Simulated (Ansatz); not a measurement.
# AgHS: a rigid scan of the bond length S1–H3

One table from this session's results is given with a row withheld; the runs are named, their logs left out.

Program: Ansatz 0.2.0, Gaussian basis. Level of theory: single points in def2-TZVPP. These are calculated values, not measurements.

Levels: PBE-D4, r2SCAN-D4, PBE0-D4, B3LYP-D4, wB97M-V, Hartree-Fock, MP2, CCSD, CCSD(T). The scan takes 1.210, 1.237, 1.277, 1.323, 1.374, 1.429, 1.488, 1.549, 1.614 Å.

Cores are frozen in the correlated methods. Filled d shells of the heavier atoms are correlated. Core potentials replace the inner electrons past krypton, and spin-orbit coupling is left out. B3LYP uses VWN-RPA correlation.

19 further runs of the same task are left out: 19 set aside as unsound or not needed.

### Starting geometry

The minimum, relaxed at PBE0-D4: SMILES `[SH][Ag]`, 3 atoms, charge 0, spin multiplicity 1.

Atoms are counted from 1 here; the program's logs count them from 0.

Bond lengths: S1–Ag2 2.313 Å, S1–H3 1.345 Å. Angles: Ag2–S1–H3 93.8°.

Coordinates:

```xyz
3

S    -0.4724   -0.6666   -0.3422
Ag    1.4253    0.0221    0.7868
H    -0.9638    0.5796   -0.4579
```

Energies of the minimum (eV), from earlier single points: PBE-D4 -14848.08952, r2SCAN-D4 -14852.90154, PBE0-D4 -14848.41564, B3LYP-D4 -14854.41523, wB97M-V -14849.81433, CCSD(T) -14833.63318.

At the minimum the bond length S1–H3 is 1.345 Å.

The first run:

ccsdt-tzvpp/in.yaml reads:

```yaml
crystal:
  periodic: [false, false, false]
  atoms:
    - {symbol: S, position_ang: [-0.472412, -0.666607, -0.342156]}
    - {symbol: Ag, position_ang: [1.425276, 0.022078, 0.786827]}
    - {symbol: H, position_ang: [-0.914580, 0.454885, -0.446288]}
basis:
  gaussian: {orbitals: def2-TZVPP}
correlation: {method: ccsd_t}
```

No record of the launch command was kept for these runs.

Among the steps run: S1–H3 = 1.210 Å; S1–H3 = 1.237 Å; S1–H3 = 1.277 Å; S1–H3 = 1.323 Å; S1–H3 = 1.374 Å; S1–H3 = 1.429 Å; S1–H3 = 1.488 Å; S1–H3 = 1.549 Å; S1–H3 = 1.614 Å.

One table of the session follows, with a row left open; its other results are not shown here.

Energies less that of the minimum at the same level (eV):

```
bond length (Å)  PBE-D4  PBE0-D4  B3LYP-D4  wB97M-V  Hartree-Fock
          1.210   0.335    0.300     0.296    0.285         0.253
          1.237   0.211    0.182     0.180    0.170         0.144
          1.277   0.085    0.066     0.066    0.060         0.042
          1.323   0.012    0.006     0.006    0.004        -0.002
1.345 (minimum)   0.000    0.000     0.000    0.000         0.000
          1.374       ?        ?         ?        ?             ?
          1.429   0.057    0.082     0.078    0.088         0.116
          1.488   0.170    0.214     0.205    0.223         0.273
          1.549   0.329    0.395     0.378    0.406         0.481
          1.614   0.532    0.620     0.595    0.634         0.736
```

Q: Estimate the row for bond length (Å) = 1.374 from the others.

As computed: PBE-D4: 0.003; PBE0-D4: 0.011; B3LYP-D4: 0.010; wB97M-V: 0.013; Hartree-Fock: 0.023.

To keep in mind: A polynomial through the near points puts the CCSD(T) minimum 0.004 Å below the PBE0-D4 value.
